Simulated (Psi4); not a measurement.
**SnNH2F (SMILES [NH2][Sn][F]), step by step**

We compute a structure relaxation (BP86/def2-SVP), then the harmonic vibrations of SnNH2F. 

Program for the calculation: Psi4 1.11.

**1. The system as given**

The species is SnNH2F (5 atoms), meant as a singlet with charge 0. SMILES: `[NH2][Sn][F]`. The coordinates come from a PBE0-D4/def2-TZVP relaxation. This is one conformer, not always the lowest. The run starts from this shape.

Bond lengths: N1–Sn2 2.003 Å, Sn2–F3 1.951 Å, N1–H4 1.008 Å, N1–H5 1.010 Å. Angles: N1–Sn2–F3 92.0°, Sn2–N1–H4 126.2°, Sn2–N1–H5 121.8°, H4–N1–H5 112.0°.

**2. A structure relaxation at BP86/def2-SVP (density fitting, core potential) (run 1)**

Contents of fh2nsn.inp:

```
memory 1600 mb

molecule {
  0 1
  N     -0.302900     0.495500    -0.393300
  Sn     0.338900    -0.053700     1.423200
  F      0.966900    -1.775900     0.754300
  H     -0.746800     1.369300    -0.629100
  H     -0.206200    -0.108900    -1.196600
}

set {
  basis def2-SVP
  reference rks
  geom_maxiter 60
}

result, w = optimize('bp86', return_wfn=True)
```

The run is started by

```console
$ psi4 -n 1 fh2nsn.inp fh2nsn.out
```

fh2nsn.out:

```text
[...]
    !!!  WARNING: ECP capability is in beta. Please check occupations closely.  !!!
[...]
  Running in c1 symmetry.
[...]
  Nuclear repulsion =  125.308124882580273
[...]
  Multiplicity = 1
[...]
  Nalpha       = 20
  Nbeta        = 20
[...]
    Number of basis functions: 64
[...]
   @DF-RKS iter   1:  -369.65327167767225   -1.12337e+00   1.65428e-02 ADIIS/DIIS
[...]
    !!!  WARNING: ECP capability is in beta. Please check occupations closely.  !!!
[...]
   @DF-RKS iter   7:  -370.14543048765341   -8.52651e-13   1.90704e-09 DIIS
[...]
    Orbital Energies [Eh]
    ---------------------
    Doubly Occupied:
       1A    -24.206278     2A    -14.002868     3A     -4.894982
       4A     -3.279088     5A     -3.274715     6A     -3.270508
       7A     -0.984804     8A     -0.941341     9A     -0.939387
      10A     -0.935801    11A     -0.932607    12A     -0.909727
      13A     -0.734970    14A     -0.435739    15A     -0.425961
      16A     -0.322489    17A     -0.288065    18A     -0.281903
      19A     -0.238940    20A     -0.220240
[...]
  @DF-RKS Final Energy:  -370.14543048765341
   => Energetics <=
    Nuclear Repulsion Energy =            122.7338229219577102
    One-Electron Energy =                -837.0400575272642527
    Two-Electron Energy =                 380.4650138994782651
    DFT Exchange-Correlation Energy =     -36.3042097818251008
    Empirical Dispersion Energy =           0.0000000000000000
    VV10 Nonlocal Energy =                  0.0000000000000000
    Total Energy =                       -370.1454304876534138
[...]
 Multipole Moments:
 ------------------------------------------------------------------------------------
     Multipole            Electronic (a.u.)      Nuclear  (a.u.)        Total (a.u.)
 ------------------------------------------------------------------------------------
 L = 1.  Multiply by 2.5417464519 to convert [e a0] to [Debye]
 Dipole X            :          1.1434094           -1.5962121           -0.4528026
 Dipole Y            :          8.9615379           -7.9690768            0.9924611
 Dipole Z            :         23.7598588          -23.7921549           -0.0322961
 Magnitude           :                                                    1.0913534
[...]
  -Total Gradient:
     Atom            X                  Y                   Z
    ------   -----------------  -----------------  -----------------
       1       -0.000021934374     0.000002214550    -0.000095764438
       2       -0.000000484429    -0.000017654772    -0.000039375940
       3       -0.000009253167    -0.000029684698    -0.000103253937
       4       -0.000007323158     0.000032114132     0.000033132151
       5       -0.000015716743     0.000017193156    -0.000037614193
[...]
    Final optimized geometry and variables:
    Molecular point group: c1
    Full point group: C1
    Geometry (in Angstrom), charge = 0, multiplicity = 1:
    N           -0.667315809992     0.722942893104    -1.574869724230
    SN          -0.008138356632     0.154659189511     0.281927391996
    F            0.632894271059    -1.600328030716    -0.394977472897
    H           -1.119129669555     1.610764921627    -1.818623347256
    H           -0.571343296482     0.112031106326    -2.395160095557
    Psi4 run time: 0:00:10.57
[...]
```

On the terminal:

```text
Optimizer: Optimization complete!
```

It took 11 s on 1 thread of AMD EPYC 9R45 (Zen 5), shared host; peak memory 0.43 GiB.

Step by step:

```csv
step,energy from the first frame kept (eV),largest force (eV/Å)
0,0.0000,1.1911
1,-0.0457,0.3406
2,-0.0489,0.0477
3,-0.0489,0.0150
4,-0.0489,0.0055
```

After the run. Bond lengths: N1–Sn2 2.051 Å, Sn2–F3 1.987 Å, N1–H4 1.026 Å, N1–H5 1.027 Å. Angles: N1–Sn2–F3 92.3°, Sn2–N1–H4 126.6°, Sn2–N1–H5 121.9°, H4–N1–H5 111.5°.

**3. Vibrational wavenumbers at BP86/def2-SVP (density fitting, core potential) (run 2)**

Contents of calc.dat:

```
memory 1600 MB

molecule mol {
  N     -0.320023     0.516582    -0.428286
  Sn     0.339155    -0.051701     1.428511
  F      0.980187    -1.806689     0.751606
  H     -0.771837     1.404404    -0.672040
  H     -0.224050    -0.094329    -1.248577
}

set t 700.0
set rotational_symmetry_number 1

e, wfn = frequencies('bp86/def2-SVP', return_wfn=True)
```

The run is started by

```console
$ psi4 -i calc.dat -o calc.out -n 1
```

calc.out, cut to the lines that bear on the results:

```text
[...]
    !!!  WARNING: ECP capability is in beta. Please check occupations closely.  !!!
[...]
  Running in c1 symmetry.
[...]
  Nuclear repulsion =  122.733809605212556
[...]
  Multiplicity = 1
[...]
  Nalpha       = 20
  Nbeta        = 20
[...]
    Number of basis functions: 64
[...]
   @DF-RKS iter   1:  -369.66222947492179   -1.16576e+00   1.63397e-02 ADIIS/DIIS
[...]
   @DF-RKS iter  13:  -370.14542824558066   -8.52651e-13   5.82735e-09 DIIS
[...]
  @DF-RKS Final Energy:  -370.14542824558066
   => Energetics <=
    Nuclear Repulsion Energy =            122.7286628549693432
    One-Electron Energy =                -837.0307848527610304
    Two-Electron Energy =                 380.4604753022296109
    DFT Exchange-Correlation Energy =     -36.3037815500186056
    Empirical Dispersion Energy =           0.0000000000000000
    VV10 Nonlocal Energy =                  0.0000000000000000
    Total Energy =                       -370.1454282455806606
[...]
 Multipole Moments:
[...]
  -Total Gradient:
     Atom            X                  Y                   Z
    ------   -----------------  -----------------  -----------------
       1       -0.000310525804     0.001012793298     0.000674678828
       2       -0.000006844495     0.000026116316    -0.000001515895
       3       -0.000017929788    -0.000028478555    -0.000119376936
       4        0.000162447225    -0.000266939768     0.000217855923
       5        0.000118135064    -0.000739146471    -0.001014650412
[...]
  ==> Harmonic Vibrational Analysis <==
[...]
  Freq [cm^-1]                 160.4108            336.1755            447.8805
[...]
  IR activ [km/mol]             4.7604             180.5322            31.6921
[...]
  Freq [cm^-1]                 559.7223            566.8824            590.8248
[...]
  IR activ [km/mol]            29.1884             34.9326             67.3552
[...]
  Freq [cm^-1]                1435.2447           3435.6669           3558.3255
[...]
  IR activ [km/mol]             9.5883             15.3130             19.3383
[...]
  Total E_0, Enthalpy at 0 [K]                                                         -370.12016303 [Eh]
[...]
  Total H, Enthalpy at  700.00 [K]                                                     -370.10266173 [Eh]
[...]
  Total G, Gibbs energy at  700.00 [K]                                                 -370.20032146 [Eh]
[...]
```

Standard output:

```text
Warning: used thermodynamics relations inappropriate for low-frequency modes: ['160.4108' '336.1755' '447.8805' '559.7223' '566.8824' '590.8248']
```

Wall time 62 s (1 thread of AMD EPYC 9R45 (Zen 5), shared host); peak memory 0.41 GiB.

**4. What came out**

| quantity | value |
| --- | --- |
| run 1, BP86/def2-SVP: total energy at the end | -370.14543 Eh |
| run 1, BP86/def2-SVP: dipole moment | 2.77 D |
| run 1, BP86/def2-SVP: HOMO energy | -5.99 eV |
| run 1, BP86/def2-SVP: LUMO energy | -2.51 eV |
| run 1, BP86/def2-SVP: HOMO–LUMO gap | 3.48 eV |
| run 2, BP86/def2-SVP: lowest harmonic wavenumber | 160 cm⁻¹ |
| run 2, BP86/def2-SVP: highest harmonic wavenumber | 3558 cm⁻¹ |
| run 2, BP86/def2-SVP: zero-point energy | 66.3 kJ/mol |
| run 2, BP86/def2-SVP: ideal-gas entropy at 700 K (symmetry number 1 as used) | 87.5 cal/(mol K) |

The optimisation (run 1, BP86/def2-SVP) took 5 steps and changed the energy by -0.049 eV. All 9 modes (run 2, BP86/def2-SVP) are real, so the shape is a minimum at this level.
